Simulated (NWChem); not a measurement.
# SiHBrO (SMILES O[Si]Br) at MP2/jorge-DZP

What is the vertical ionisation energy of SiHBrO at MP2/jorge-DZP? 

The calculation is run with NWChem 7.3.0.

## 1. The structure to begin with

SiHBrO has 4 atoms, charge 0, and is taken as a singlet. SMILES: `O[Si]Br`. The coordinates come from a PBE0-D4/def2-TZVP relaxation.

Bond lengths: O1–Si2 1.636 Å, Si2–Br3 2.289 Å, O1–H4 0.963 Å. Angles: O1–Si2–Br3 101.2°, Si2–O1–H4 120.7°.

## 2. A single-point energy at MP2/jorge-DZP

work.nw

```
start work
title "BrHOSi"
memory total 2200 mb
charge 0

geometry units angstrom noautosym nocenter noautoz
O    -0.885200    0.465100   -0.454500
Si   -0.590500   -0.799600    0.539800
Br    1.692600   -0.725200    0.691600
H    -0.161400    0.999400   -0.797200
end

basis "ao basis" spherical bse
* library jorge-DZP
end

scf
singlet
rhf
thresh 1e-08
maxiter 80
print low
end

mp2
freeze core 15
tight
end

task mp2 energy
```

On the command line:

```console
$ nwchem work.nw > work.out
```

Log:

```text
[...]
  functions       =    87
[...]
  wavefunction    = RHF
[...]
         Total SCF energy =  -2936.782793934879
      One-electron energy =  -4510.873079745923
      Two-electron energy =   1362.250256329837
 Nuclear repulsion energy =    211.840029481206
        Time for solution =     13.2s
[...]
          Total MP2 energy         -2937.394042804512
[...]
```

It took 17 s on 1 thread of Intel Xeon 6975P-C (Granite Rapids), shared host; peak memory 0.21 GiB.

## 3. The doublet cation at the same level

test.nw

```
START test
TITLE "BrHOSi mp2"
memory 2200 mb
charge 1

GEOMETRY units angstrom noautosym nocenter noautoz
   O     -0.885200     0.465100    -0.454500
   Si    -0.590500    -0.799600     0.539800
   Br     1.692600    -0.725200     0.691600
   H     -0.161400     0.999400    -0.797200
END

BASIS spherical bse
   O library jorge-DZP
   Si library jorge-DZP
   Br library jorge-DZP
   H library jorge-DZP
END

SCF
   doublet
   uhf
   thresh 1e-08
   maxiter 80
   print low
END

MP2
   freeze core 15
   tight
END

TASK mp2 energy
```

On the command line:

```console
$ nwchem test.nw > test.out
```

Log:

```text
[...]
  functions       =    87
[...]
  wavefunction    = UHF
[...]
         Total SCF energy =  -2936.449169614806
      One electron energy =  -4495.611511523894
      Two electron energy =   1347.322312427882
 Nuclear repulsion energy =    211.840029481206
                       Sz =      0.5000
                 Sz(Sz+1) =      0.7500
                      S^2 =      0.7816
[...]
          Total MP2 energy         -2937.046574467319
[...]
```

Run time: 29 s. Hardware: 1 thread of Intel Xeon 6975P-C (Granite Rapids), shared host; peak memory 0.21 GiB.

## 4. Results

At MP2/jorge-DZP, 15 core orbitals frozen:

| quantity | value |
| --- | --- |
| singlet SiHBrO: total energy | -2937.39404 Eh |
| singlet SiHBrO: correlation energy (15 core orbitals frozen) | -611.2 mEh |
| doublet cation: total energy | -2937.04657 Eh |
| doublet cation: correlation energy (15 core orbitals frozen) | -597.4 mEh |
| doublet cation: ⟨S²⟩ of the reference determinant | 0.782 |
| vertical ionisation energy (to the doublet cation) | 9.455 eV |

In words: Removing an electron at fixed nuclei costs 9.46 eV (218 kcal/mol).
